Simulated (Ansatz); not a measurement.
# As2H: the cost of one run

The runs use Ansatz 0.2.0, Gaussian basis; def2-QZVPP, all electrons in the functionals, frozen cores in the correlation of double hybrids and RPA.

Plan: PBE, BLYP, r2SCAN, B97M-V, PBE0, B3LYP, wB97M-V, B2PLYP, at charge 0, quartet; charge 0, doublet; charge 0, sextet; charge 1, triplet; charge 1, quintet (not every functional at every point).

10 further runs of the same task are left out: 1 that didn't finish, 9 set aside as unsound or not needed.

### 1 What is computed

The geometry is a PBE0/def2-TZVP stationary point (not a proven minimum). No spin-orbit coupling is included. The filled d shell of As may be among the frozen orbitals whatever the setting's name suggests.

3 atoms, charge 0, spin multiplicity 4.

Atoms are counted from 1 here; the program's logs count them from 0.

Bond lengths: As1–As2 2.491 Å, As1–H3 1.530 Å. Angles: As2–As1–H3 92.0°.

No dispersion term is added; B97M-V, wB97M-V hold VV10 nonlocal correlation. B3LYP takes the VWN-RPA correlation.

The geometry shown and the zero of energy belong to the point charge 0, quartet. The yardstick, RCCSD(T), and other wave-function levels (R restricted, U unrestricted, valence and pair active spaces) come from earlier runs.

### 2 PBE, charge 0, quartet

Input file in.yaml:

```yaml
crystal:
  periodic: [false, false, false]
  atoms:
    - {symbol: As, position_ang: [0.000000, -0.525099, 0.802993]}
    - {symbol: As, position_ang: [0.000000, -0.477272, -1.687686]}
    - {symbol: H, position_ang: [0.000000, 1.002371, 0.884693]}
basis:
  gaussian: {orbitals: "def2-QZVPP.json"}
magnetization: {spin_polarized: true, initial_magnetization: 3}
hamiltonian: {xc: {name: PBE}}
output: {orbitals: {seedname: orbitals}}
```

Launch:

```
ansatz run in.yaml --threads 1 --pin off --events-out ev --progress --plain --max-ram 2393MiB
```

What time and memory should one allow on 1 thread of Arm Neoverse V2, shared host?

About 18 s, with a peak of 0.45 GiB.
